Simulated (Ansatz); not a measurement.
# C2H7FO2Si2: one species, many methods

An exercise on one series of results from a longer session: the logs are not shown, and one member is left open.

Method: functionals in def2-TZVPP, the program's frozen cores in correlated methods; program: Ansatz 0.2.0, Gaussian basis.

Plan: PBE-D4, r2SCAN-D4, PBE0-D4, B3LYP-D4, ωB97X-V, ωB97M-V, B2PLYP; CCSD(T)/def2-TZVPP; MP2/def2-QZVPP; extrapolation to the limit.

### Structure used throughout

The geometry comes from an earlier relaxation with PBE0-D4 in a triple-zeta def2 set; it is a stationary point, not always the lowest conformer.

SMILES `O[SiH](O)/C=C\[SiH2]F`, 14 atoms, charge 0, spin multiplicity 1.

Atoms are counted from 1 here; the program's logs count them from 0.

Bond lengths: O1–Si2 1.638 Å, O1–H8 0.958 Å, Si2–O3 1.640 Å, Si2–C4 1.869 Å, Si2–H9 1.488 Å, O3–H10 0.960 Å, C4–C5 1.338 Å, C4–H11 1.092 Å, C5–Si6 1.848 Å, C5–H12 1.093 Å, Si6–F7 1.613 Å, Si6–H13 1.484 Å, Si6–H14 1.484 Å. Angles: Si2–O1–H8 117.3°, O1–Si2–O3 107.6°, O1–Si2–C4 102.8°, O1–Si2–H9 111.7°, O3–Si2–C4 114.7°, O3–Si2–H9 109.2°, C4–Si2–H9 110.7°, Si2–O3–H10 115.4°, Si2–C4–C5 128.5°, Si2–C4–H11 114.2°, C5–C4–H11 117.4°, C4–C5–Si6 127.4°, C4–C5–H12 118.1°, Si6–C5–H12 114.5°, C5–Si6–F7 109.4°, C5–Si6–H13 111.1°, C5–Si6–H14 112.1°, F7–Si6–H13 107.4° and more.

The first run:

File in.yaml:

```yaml
crystal:
  periodic: [false, false, false]
  atoms:
    - {symbol: O, position_ang: [0.269102, 0.482435, -2.892003]}
    - {symbol: Si, position_ang: [0.179196, -0.252659, -1.431433]}
    - {symbol: O, position_ang: [1.646493, -0.915519, -1.117223]}
    - {symbol: C, position_ang: [-0.304030, 1.148309, -0.293179]}
    - {symbol: C, position_ang: [-0.535275, 1.108331, 1.024196]}
    - {symbol: Si, position_ang: [-0.412542, -0.357694, 2.142376]}
    - {symbol: F, position_ang: [0.207933, -1.602466, 1.325840]}
    - {symbol: H, position_ang: [0.620933, -0.030209, -3.620960]}
    - {symbol: H, position_ang: [-0.854976, -1.322325, -1.415698]}
    - {symbol: H, position_ang: [1.668665, -1.539416, -0.388079]}
    - {symbol: H, position_ang: [-0.417299, 2.112156, -0.793457]}
    - {symbol: H, position_ang: [-0.821362, 2.037351, 1.524417]}
    - {symbol: H, position_ang: [0.492465, -0.082607, 3.285500]}
    - {symbol: H, position_ang: [-1.739301, -0.785677, 2.649703]}
basis:
  gaussian: {orbitals: def2-TZVPP}
hamiltonian: {xc: pbe, dispersion: d4}
output: {forces: true, orbitals: {seedname: orbitals}}
```

On the command line:

```bash
ansatz run in.yaml --threads 2 --pin off --events-out ev --progress --plain --max-ram 22528MiB --backend cuda --devices 0, --max-vram 18GiB
```

Steps of the session up to this table: PBE-D4 (GGA); r2SCAN-D4 (meta-GGA); PBE0-D4 (hybrid); B3LYP-D4 (hybrid); ωB97X-V (range-separated); ωB97M-V (range-separated); B2PLYP (double hybrid); CCSD(T) in def2-TZVPP; MP2 in def2-QZVPP.

One of the session's tables, all rows but one given; the rest of the session is left out.

It belongs to the step «Atomisation energies». 

```
            method  atomisation energy (kcal/mol)
            PBE-D4                         1339.8
         r2SCAN-D4                         1326.4
           PBE0-D4                         1314.9
          B3LYP-D4                         1320.2
           ωB97X-V                         1327.2
           ωB97M-V                         1327.9
            B2PLYP                         1309.4
     HF/def2-TZVPP                          969.8
    MP2/def2-TZVPP                         1321.5
   CCSD/def2-TZVPP                         1271.7
CCSD(T)/def2-TZVPP                         1291.4
           MP2/CBS                         1359.8
       CCSD(T)/CBS                              ?
```

Q: Estimate the row for CCSD(T)/CBS from the others.

As computed: atomisation energy (kcal/mol): 1329.7. In the column «atomisation energy (kcal/mol)» it lies between ωB97M-V (1327.9) and PBE-D4 (1339.8).

To keep in mind: Free atoms (2 O, 2 Si, 2 C, 1 F, 7 H) were run apart at each level; the atomisation energy is their sum less the molecule, without zero-point or spin-orbit terms.
